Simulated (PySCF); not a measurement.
**2,6-Difluoropyridine (C₅H₃F₂N): spin-spin couplings at several levels of theory**

Aim: compute the spin-spin couplings of 2,6-Difluoropyridine (C₅H₃F₂N) (`Fc1cccc(F)n1`) at several levels, and see how far they spread and what each costs.

Computed with PySCF 2.14.0, with density-fitted response routines of our own, on a single molecule in the gas phase. Atoms count from 0, in the outputs and in this text.

### Step 1. The starting structure

11 atoms, charge 0, multiplicity 1; geometry from: GFN2-xTB.

Bonds of the start (Å): F0–C1 1.33, C1–C2 1.39, C2–C3 1.39, C3–C4 1.39, C4–C5 1.39, C5–F6 1.33, C5–N7 1.31, N7–C1 1.31, C2–H8 1.08, C3–H9 1.08, C4–H10 1.08.

### Step 2. Geometry optimisation at PBE0-D3(BJ)/def2-SVP

Job settings and geometry (Å):

```
{"job": {"xc": "PBE0", "basis": "def2-SVP", "d3": "d3bj", "grid": 1, "kind": "geom"}, "charge": 0, "multiplicity": 1}
F     -2.025952    -1.862195    -0.042900
C     -1.002943    -1.007389    -0.024174
C     -1.251604     0.356196     0.006961
C     -0.148534     1.195678     0.025173
C      1.126926     0.652653     0.011384
C      1.220573    -0.730251    -0.019943
F      2.422205    -1.307688    -0.035198
N      0.193699    -1.549408    -0.038357
H     -2.262300     0.727859     0.016620
H     -0.282033     2.266137     0.050328
H      2.015387     1.261078     0.024142
```

The program printed:

```text
step   0  E = -445.97814210  max force = 0.013130
step   1  E = -445.97689651  max force = 0.003731
step   2  E = -445.97839654  max force = 0.002871
step   3  E = -445.97878263  max force = 0.003102
step   4  E = -445.97879791  max force = 0.004262
step   5  E = -445.97888093  max force = 0.001624
step   6  E = -445.97888131  max force = 0.001715
step   7  E = -445.97889372  max force = 0.000735
step   8  E = -445.97889416  max force = 0.000502
step   9  E = -445.97889736  max force = 0.000114
optimisation converged
```

Run time: 72 s. Hardware: 1 thread, shared host.

Step by step: (the energy doesn't fall at every step)

```tsv
step	energy from step 0 (eV)	largest force component (eV/Å)
0	0.0000	0.6752
1	0.0339	0.1919
2	-0.0069	0.1476
3	-0.0174	0.1595
4	-0.0178	0.2192
5	-0.0201	0.0835
6	-0.0201	0.0882
7	-0.0205	0.0378
8	-0.0205	0.0258
9	-0.0206	0.0059
```

Close pairs (by a distance rule), those that changed most:

```tsv
bond	before (Å)	after (Å)	change (Å)
C3–H9	1.079	1.092	+0.013
C4–H10	1.077	1.090	+0.013
C2–H8	1.077	1.090	+0.013
C5–F6	1.333	1.322	-0.012
F0–C1	1.333	1.322	-0.012
C2–C3	1.386	1.393	+0.006
C3–C4	1.386	1.393	+0.006
C1–C2	1.386	1.393	+0.006
```

The final coordinates are the input of the step that follows.

```tsv
at the end point	value
point group (found at 0.08 Å tolerance)	C2v
rotational constants (GHz, main isotopes)	3.762, 1.910, 1.267
dipole moment (D)	3.54
```

### Step 3. Indirect couplings: HF/pcJ-1

Job settings and geometry (Å):

```
{"job": {"kind": "j", "xc": "HF", "basis": "pcJ-1"}, "charge": 0, "multiplicity": 1}
F     -1.897619    -1.956656    -0.373106
C     -0.939957    -1.064611    -0.188615
C     -1.268035     0.288734    -0.193322
C     -0.220024     1.183751     0.006352
C      1.074611     0.707334     0.196289
C      1.238834    -0.675204     0.172061
F      2.448093    -1.179298     0.346480
N      0.270057    -1.540427    -0.012973
H     -2.298526     0.608619    -0.346940
H     -0.413479     2.258817     0.013920
H      1.929387     1.364161     0.356807
```

With the program's defaults for keys left out, this is: HF/pcJ-1 indirect spin-spin coupling, non-relativistic, gas phase.

The program printed:

```text
final grid: 106360 points
cycle   1  E = -444.2301909084  dE =  2.341e+00  |g| = 8.279e-01  |ddm| = 3.171e+00
cycle   2  E = -444.3565442557  dE = -1.264e-01  |g| = 4.534e-01  |ddm| = 7.148e-01
cycle   3  E = -444.3901930834  dE = -3.365e-02  |g| = 8.788e-02  |ddm| = 2.834e-01
cycle   4  E = -444.3923180449  dE = -2.125e-03  |g| = 2.427e-02  |ddm| = 9.210e-02
cycle   5  E = -444.3925047740  dE = -1.867e-04  |g| = 7.310e-03  |ddm| = 2.861e-02
cycle   6  E = -444.3925249992  dE = -2.023e-05  |g| = 2.595e-03  |ddm| = 8.741e-03
cycle   7  E = -444.3925293659  dE = -4.367e-06  |g| = 1.193e-03  |ddm| = 4.211e-03
cycle   8  E = -444.3925300598  dE = -6.939e-07  |g| = 4.156e-04  |ddm| = 1.675e-03
cycle   9  E = -444.3925302080  dE = -1.482e-07  |g| = 1.770e-04  |ddm| = 8.206e-04
cycle  10  E = -444.3925302403  dE = -3.227e-08  |g| = 9.504e-05  |ddm| = 3.799e-04
cycle  11  E = -444.3925302491  dE = -8.795e-09  |g| = 2.718e-05  |ddm| = 2.363e-04
cycle  12  E = -444.3925302498  dE = -7.187e-10  |g| = 6.387e-06  |ddm| = 7.341e-05
converged SCF energy = -444.3925302498

Indirect spin-spin couplings (Hz)
  i      j    bonds     total        FC       PSO       DSO        SD
  0 F    1 C    1     12.384   -22.535   -24.969     0.984    58.904
  0 F    2 C    2   -142.259   -75.616   -15.064    -0.124   -51.455
  0 F    3 C    3    184.396   134.303     1.911    -0.359    48.540
  0 F    4 C    4   -181.960  -132.108     0.052    -0.336   -49.568
  0 F    5 C    3    214.646   160.466    -0.750    -0.357    55.286
  0 F    6 F    4    289.206   151.376     3.431    -1.180   135.579
  0 F    7 N    2     50.008     3.241    10.970     0.031    35.766
  0 F    8 H    3     63.176    68.846    -2.385    -0.120    -3.166
  0 F    9 H    4    -57.845   -60.354     1.920    -1.439     2.028
  0 F   10 H    5     72.435    70.551     1.125    -1.509     2.267
  1 C    2 C    1    -11.947    -5.411    -6.879     0.344         -
  1 C    3 C    2    107.177   107.269    -0.142     0.050         -
  1 C    4 C    3   -109.782  -109.992     0.169     0.042         -
  1 C    5 C    2    124.036   123.890     0.091     0.055         -
  1 C    6 F    3    214.600   160.426    -0.754    -0.357    55.285
  1 C    7 N    1     50.936    31.237     5.517    -0.137    14.319
  1 C    8 H    2     52.944    54.063    -1.009    -0.110         -
  1 C    9 H    3    -44.118   -44.006     0.268    -0.380         -
  1 C   10 H    4     60.214    60.218     0.360    -0.364         -
  2 C    3 C    1    -19.162   -12.150    -7.250     0.237         -
  2 C    4 C    2    104.873   105.040    -0.164    -0.003         -
  2 C    5 C    3   -109.785  -109.995     0.169     0.042         -
  2 C    6 F    4   -181.951  -132.100     0.050    -0.336   -49.566
  2 C    7 N    2    -71.619   -57.673     0.058     0.012   -14.016
  2 C    8 H    1    148.060   147.071     0.045     0.944         -
  2 C    9 H    2     49.714    50.914    -0.908    -0.292         -
  2 C   10 H    3    -51.147   -51.030     0.359    -0.476         -
  3 C    4 C    1    -19.132   -12.119    -7.250     0.237         -
  3 C    5 C    2    107.154   107.246    -0.142     0.050         -
  3 C    6 F    3    184.380   134.288     1.915    -0.359    48.536
  3 C    7 N    3     66.898    54.665     0.168     0.005    12.060
  3 C    8 H    2     50.194    51.450    -0.915    -0.341         -
  3 C    9 H    1    148.283   147.942    -0.452     0.793         -
  3 C   10 H    2     50.184    51.441    -0.915    -0.341         -
  4 C    5 C    1    -11.902    -5.366    -6.880     0.344         -
  4 C    6 F    2   -142.100   -75.477   -15.055    -0.123   -51.444
  4 C    7 N    2    -71.603   -57.659     0.058     0.012   -14.014
  4 C    8 H    3    -51.144   -51.027     0.359    -0.476         -
  4 C    9 H    2     49.706    50.905    -0.907    -0.292         -
  4 C   10 H    1    148.053   147.063     0.045     0.945         -
  5 C    6 F    1     12.311   -22.593   -24.966     0.984    58.887
  5 C    7 N    1     50.921    31.223     5.518    -0.137    14.317
  5 C    8 H    4     60.206    60.211     0.360    -0.364         -
  5 C    9 H    3    -44.107   -43.995     0.268    -0.380         -
  5 C   10 H    2     52.921    54.040    -1.009    -0.110         -
  6 F    7 N    2     50.062     3.302    10.969     0.031    35.761
  6 F    8 H    5     72.424    70.540     1.125    -1.509     2.268
  6 F    9 H    4    -57.824   -60.337     1.921    -1.439     2.030
  6 F   10 H    3     63.178    68.845    -2.385    -0.119    -3.163
  7 N    8 H    3     30.473    30.593    -0.201     0.217    -0.137
  7 N    9 H    4    -28.275   -28.579    -0.120     0.187     0.238
  7 N   10 H    3     30.470    30.590    -0.201     0.217    -0.137
  8 H    9 H    3    -19.613   -19.387     0.235    -0.462         -
  8 H   10 H    4     32.287    32.399     1.696    -1.808         -
  9 H   10 H    3    -19.608   -19.381     0.235    -0.462         -
```

Wall time 35 s (1 thread, shared host).

The run ended normally, but its values are not to be used for the molecule: the reference is near a triplet instability, so Fermi-contact and spin-dipole terms are unreliable.

### Step 4. Spin-spin couplings: LDA/pcJ-1

Settings changed since step 3:

```diff
@@ -1,2 +1,2 @@
-{"job": {"kind": "j", "xc": "HF", "basis": "pcJ-1"}, "charge": 0, "multiplicity": 1}
+{"job": {"kind": "j", "xc": "LDA", "basis": "pcJ-1"}, "charge": 0, "multiplicity": 1}
 F     -1.897619    -1.956656    -0.373106
```

Level: LDA/pcJ-1 indirect spin-spin coupling, non-relativistic, gas phase.

The program printed:

```text
coarse grid: 10528 points
cycle   1  E = -443.2008465770  dE =  1.261e+00  |g| = 7.212e-01  |ddm| = 3.318e+00
cycle   2  E = -442.9957198071  dE =  2.051e-01  |g| = 1.248e+00  |ddm| = 1.298e+00
cycle   3  E = -443.2883876972  dE = -2.927e-01  |g| = 1.633e-01  |ddm| = 8.435e-01
cycle   4  E = -443.2916571176  dE = -3.269e-03  |g| = 1.329e-01  |ddm| = 3.047e-01
cycle   5  E = -443.2959532819  dE = -4.296e-03  |g| = 4.288e-02  |ddm| = 1.381e-01
cycle   6  E = -443.2963579484  dE = -4.047e-04  |g| = 6.883e-03  |ddm| = 3.239e-02
cycle   7  E = -443.2963631733  dE = -5.225e-06  |g| = 4.197e-03  |ddm| = 7.425e-03
cycle   8  E = -443.2963665843  dE = -3.411e-06  |g| = 3.798e-04  |ddm| = 3.401e-03
final grid: 106360 points
cycle   9  E = -443.3573332364  dE = -1.901e-04  |g| = 6.363e-03  |ddm| = 2.217e-02
cycle  10  E = -443.3573227011  dE =  1.054e-05  |g| = 8.567e-03  |ddm| = 9.218e-03
cycle  11  E = -443.3573354905  dE = -1.279e-05  |g| = 3.314e-03  |ddm| = 8.621e-03
cycle  12  E = -443.3573373123  dE = -1.822e-06  |g| = 8.669e-04  |ddm| = 2.764e-03
cycle  13  E = -443.3573374481  dE = -1.358e-07  |g| = 1.775e-04  |ddm| = 6.505e-04
cycle  14  E = -443.3573374553  dE = -7.234e-09  |g| = 5.225e-05  |ddm| = 1.944e-04
cycle  15  E = -443.3573374559  dE = -5.468e-10  |g| = 2.278e-05  |ddm| = 5.744e-05
converged SCF energy = -443.3573374559

Indirect spin-spin couplings (Hz)
  i      j    bonds     total        FC       PSO       DSO        SD
  0 F    1 C    1   -328.915  -303.134   -29.032     0.991     2.260
  0 F    2 C    2     22.382    37.692   -18.108    -0.126     2.924
  0 F    3 C    3      5.147     2.230     2.992    -0.360     0.285
  0 F    4 C    4      6.045     0.903     0.439    -0.338     5.040
  0 F    5 C    3      9.211    10.013     0.149    -0.358    -0.593
  0 F    6 F    4     -3.226    -4.496     4.423    -1.183    -1.970
  0 F    7 N    2    -47.028   -58.990    13.195     0.033    -1.266
  0 F    8 H    3     -2.644     1.556    -3.061    -0.108    -1.031
  0 F    9 H    4      6.179     5.548     2.092    -1.438    -0.023
  0 F   10 H    5      3.019     3.654     1.055    -1.509    -0.181
  1 C    2 C    1     62.145    68.116    -6.324     0.353         -
  1 C    3 C    2      5.316     5.408    -0.143     0.051         -
  1 C    4 C    3      4.473     4.396     0.034     0.042         -
  1 C    5 C    2     10.373    10.241     0.075     0.057         -
  1 C    6 F    3      9.184     9.992     0.143    -0.358    -0.594
  1 C    7 N    1    -11.870   -16.192     4.914    -0.141    -0.451
  1 C    8 H    2     -0.663     0.323    -0.887    -0.100         -
  1 C    9 H    3     10.643    10.754     0.267    -0.377         -
  2 C    3 C    1     45.978    52.776    -7.043     0.245         -
  2 C    4 C    2     -0.517    -0.330    -0.184    -0.002         -
  2 C    5 C    3      4.470     4.394     0.034     0.042         -
  2 C    6 F    4      6.042     0.903     0.436    -0.338     5.040
  2 C    7 N    2      1.032     1.072    -0.149     0.011     0.099
  2 C    8 H    1    139.648   138.400     0.265     0.983         -
  2 C    9 H    2      2.855     3.996    -0.855    -0.286         -
  2 C   10 H    3      5.379     5.530     0.323    -0.474         -
  3 C    4 C    1     45.988    52.786    -7.043     0.245         -
  3 C    5 C    2      5.317     5.408    -0.143     0.051         -
  3 C    6 F    3      5.174     2.249     2.997    -0.360     0.288
  3 C    7 N    3      0.317     0.644     0.264     0.005    -0.596
  3 C    8 H    2      2.610     3.794    -0.853    -0.332         -
  3 C    9 H    1    134.005   133.133     0.011     0.862         -
  3 C   10 H    2      2.610     3.794    -0.853    -0.332         -
  4 C    5 C    1     62.152    68.123    -6.324     0.353         -
  4 C    6 F    2     22.468    37.771   -18.098    -0.126     2.921
  4 C    7 N    2      1.033     1.073    -0.149     0.011     0.099
  4 C    8 H    3      5.376     5.527     0.323    -0.474         -
  4 C    9 H    2      2.855     3.996    -0.855    -0.286         -
  4 C   10 H    1    139.627   138.379     0.265     0.984         -
  5 C    6 F    1   -328.919  -303.140   -29.028     0.991     2.259
  5 C    7 N    1    -11.865   -16.188     4.915    -0.141    -0.451
  5 C    9 H    3     10.642    10.752     0.267    -0.377         -
  5 C   10 H    2     -0.667     0.320    -0.887    -0.100         -
  6 F    7 N    2    -46.953   -58.914    13.194     0.033    -1.266
  6 F    8 H    5      3.020     3.656     1.055    -1.509    -0.181
  6 F    9 H    4      6.176     5.544     2.093    -1.438    -0.023
  6 F   10 H    3     -2.617     1.583    -3.061    -0.107    -1.032
  7 N    8 H    3     -0.222    -0.195    -0.235     0.217    -0.008
  7 N    9 H    4      0.227     0.105    -0.111     0.186     0.047
  7 N   10 H    3     -0.221    -0.194    -0.235     0.217    -0.008
  8 H    9 H    3      7.088     7.304     0.218    -0.434         -
  8 H   10 H    4      0.234     0.358     1.676    -1.800         -
  9 H   10 H    3      7.089     7.305     0.218    -0.434         -
```

It took 25 s on 1 thread, shared host.

A choice of the couplings up to four bonds, sorted by the number of bonds, with means over like pairs; isotopes 13C, 19F, 1H, 15N:

```tsv
pair	bonds	J (Hz)	Fermi contact (Hz)	dihedral (°)
F0–C1	1	-328.9	-303.1	–
C2–H8	1	139.6	138.4	–
C3–H9	1	134.0	133.1	–
C1–C2	1	62.1	68.1	–
C2–C3	1	46.0	52.8	–
C1–N7	1	-11.9	-16.2	–
F0–N7	2	-47.0	-59.0	–
F0–C2	2	22.4	37.7	–
C1–C5	2	10.4	10.2	–
C1–C3	2	5.3	5.4	–
C2–H9	2	2.9	4.0	–
C3–H8	2	2.6	3.8	–
C2–N7	2	1.0	1.1	–
C1–H9	3	10.6	10.8	-180
F0–C5	3	9.2	10.0	180
H8–H9	3	7.1	7.3	0
C2–H10	3	5.4	5.5	-180
F0–C3	3	5.2	2.2	180
C1–C4	3	4.5	4.4	–
F0–H8	3	-2.6	1.6	0
F0–H9	4	6.2	5.5	–
F0–C4	4	6.0	0.9	–
F0–F6	4	-3.2	-4.5	–
```

The spin-dipole term was solved for some atoms only; pairs without it lack that part.

Quadrupole couplings from the field gradients of the same density:

```tsv
atom	isotope	eQq/h (MHz)	η
N7	14N	-4.246	0.01
```

### Step 5. Spin-spin couplings: PBE/pcJ-1

Settings changed since step 4:

```diff
@@ -1,2 +1,2 @@
-{"job": {"kind": "j", "xc": "LDA", "basis": "pcJ-1"}, "charge": 0, "multiplicity": 1}
+{"job": {"kind": "j", "xc": "PBE", "basis": "pcJ-1"}, "charge": 0, "multiplicity": 1}
 F     -1.897619    -1.956656    -0.373106
```

Level: PBE/pcJ-1 indirect spin-spin coupling, non-relativistic, gas phase.

The program printed:

```text
coarse grid: 10528 points
cycle   1  E = -446.1254684603  dE =  1.312e+00  |g| = 7.346e-01  |ddm| = 3.303e+00
cycle   2  E = -445.9219864801  dE =  2.035e-01  |g| = 1.272e+00  |ddm| = 1.333e+00
cycle   3  E = -446.2177498936  dE = -2.958e-01  |g| = 1.540e-01  |ddm| = 8.458e-01
cycle   4  E = -446.2215746173  dE = -3.825e-03  |g| = 1.078e-01  |ddm| = 2.649e-01
cycle   5  E = -446.2243456102  dE = -2.771e-03  |g| = 3.985e-02  |ddm| = 1.152e-01
cycle   6  E = -446.2247039713  dE = -3.584e-04  |g| = 5.490e-03  |ddm| = 3.056e-02
cycle   7  E = -446.2247069215  dE = -2.950e-06  |g| = 3.466e-03  |ddm| = 5.988e-03
cycle   8  E = -446.2247093781  dE = -2.457e-06  |g| = 3.674e-04  |ddm| = 2.845e-03
final grid: 106360 points
cycle   9  E = -446.3004566613  dE = -2.344e-04  |g| = 1.385e-02  |ddm| = 3.182e-02
cycle  10  E = -446.3003418018  dE =  1.149e-04  |g| = 2.885e-02  |ddm| = 3.064e-02
cycle  11  E = -446.3004940220  dE = -1.522e-04  |g| = 3.317e-03  |ddm| = 2.165e-02
cycle  12  E = -446.3004960838  dE = -2.062e-06  |g| = 8.906e-04  |ddm| = 3.121e-03
cycle  13  E = -446.3004961366  dE = -5.284e-08  |g| = 7.159e-04  |ddm| = 1.086e-03
cycle  14  E = -446.3004962471  dE = -1.105e-07  |g| = 1.275e-04  |ddm| = 6.793e-04
cycle  15  E = -446.3004962507  dE = -3.571e-09  |g| = 5.797e-05  |ddm| = 1.495e-04
cycle  16  E = -446.3004962516  dE = -8.890e-10  |g| = 4.989e-06  |ddm| = 4.893e-05
converged SCF energy = -446.3004962516

Indirect spin-spin couplings (Hz)
  i      j    bonds     total        FC       PSO       DSO        SD
  0 F    1 C    1   -341.943  -314.823   -29.298     0.995     1.184
  0 F    2 C    2     28.547    42.642   -17.551    -0.125     3.580
  0 F    3 C    3      5.220     2.992     2.826    -0.360    -0.239
  0 F    4 C    4      7.721     1.941     0.277    -0.337     5.841
  0 F    5 C    3     10.400    11.800     0.178    -0.358    -1.220
  0 F    6 F    4     -5.231    -5.723     4.679    -1.183    -3.003
  0 F    7 N    2    -49.149   -60.386    12.848     0.032    -1.643
  0 F    8 H    3     -4.398    -0.161    -3.070    -0.108    -1.058
  0 F    9 H    4      7.429     6.862     2.079    -1.439    -0.073
  0 F   10 H    5      2.598     3.206     1.060    -1.510    -0.158
  1 C    2 C    1     73.243    79.008    -6.118     0.354         -
  1 C    3 C    2      4.590     4.683    -0.145     0.052         -
  1 C    4 C    3      5.199     5.127     0.029     0.043         -
  1 C    5 C    2      9.418     9.301     0.060     0.057         -
  1 C    6 F    3     10.349    11.756     0.172    -0.358    -1.221
  1 C    7 N    1    -13.444   -17.501     4.792    -0.141    -0.594
  1 C    8 H    2     -1.291    -0.310    -0.881    -0.101         -
  1 C    9 H    3     12.530    12.635     0.272    -0.378         -
  1 C   10 H    4     -0.607    -0.616     0.372    -0.363         -
  2 C    3 C    1     56.770    63.331    -6.806     0.245         -
  2 C    4 C    2     -1.412    -1.233    -0.178    -0.002         -
  2 C    5 C    3      5.192     5.120     0.029     0.043         -
  2 C    6 F    4      7.717     1.940     0.275    -0.337     5.840
  2 C    7 N    2      1.319     1.229    -0.144     0.011     0.223
  2 C    8 H    1    163.823   162.562     0.280     0.981         -
  2 C    9 H    2      2.160     3.290    -0.844    -0.286         -
  2 C   10 H    3      6.469     6.615     0.328    -0.474         -
  3 C    4 C    1     56.780    63.341    -6.807     0.246         -
  3 C    5 C    2      4.581     4.674    -0.145     0.052         -
  3 C    6 F    3      5.261     3.025     2.832    -0.360    -0.236
  3 C    7 N    3     -0.239     0.260     0.247     0.005    -0.752
  3 C    8 H    2      2.006     3.172    -0.833    -0.332         -
  3 C    9 H    1    157.492   156.612     0.021     0.859         -
  3 C   10 H    2      2.006     3.172    -0.834    -0.332         -
  4 C    5 C    1     73.240    79.005    -6.119     0.354         -
  4 C    6 F    2     28.710    42.798   -17.541    -0.125     3.578
  4 C    7 N    2      1.319     1.228    -0.144     0.011     0.223
  4 C    8 H    3      6.466     6.611     0.328    -0.474         -
  4 C    9 H    2      2.162     3.291    -0.843    -0.286         -
  4 C   10 H    1    163.799   162.538     0.280     0.981         -
  5 C    6 F    1   -341.923  -314.806   -29.295     0.995     1.183
  5 C    7 N    1    -13.441   -17.499     4.793    -0.141    -0.594
  5 C    8 H    4     -0.607    -0.616     0.372    -0.363         -
  5 C    9 H    3     12.524    12.629     0.273    -0.378         -
  5 C   10 H    2     -1.297    -0.315    -0.881    -0.101         -
  6 F    7 N    2    -48.991   -60.228    12.847     0.032    -1.643
  6 F    8 H    5      2.599     3.207     1.059    -1.510    -0.158
  6 F    9 H    4      7.429     6.861     2.080    -1.439    -0.073
  6 F   10 H    3     -4.359    -0.124    -3.070    -0.107    -1.057
  7 N    8 H    3     -0.404    -0.387    -0.233     0.217    -0.001
  7 N    9 H    4      0.369     0.245    -0.108     0.186     0.046
  7 N   10 H    3     -0.404    -0.387    -0.233     0.217    -0.001
  8 H    9 H    3      8.160     8.379     0.218    -0.437         -
  8 H   10 H    4      0.307     0.428     1.681    -1.802         -
  9 H   10 H    3      8.160     8.379     0.218    -0.437         -
```

Run time: 40 s. Hardware: 1 thread, shared host.

In short: J(F0,C1) -341.9 Hz, J(C2,H8) 163.8 Hz, J(C3,H9) 157.5 Hz (means over like pairs).

(Part 1 of 2 ends here.)
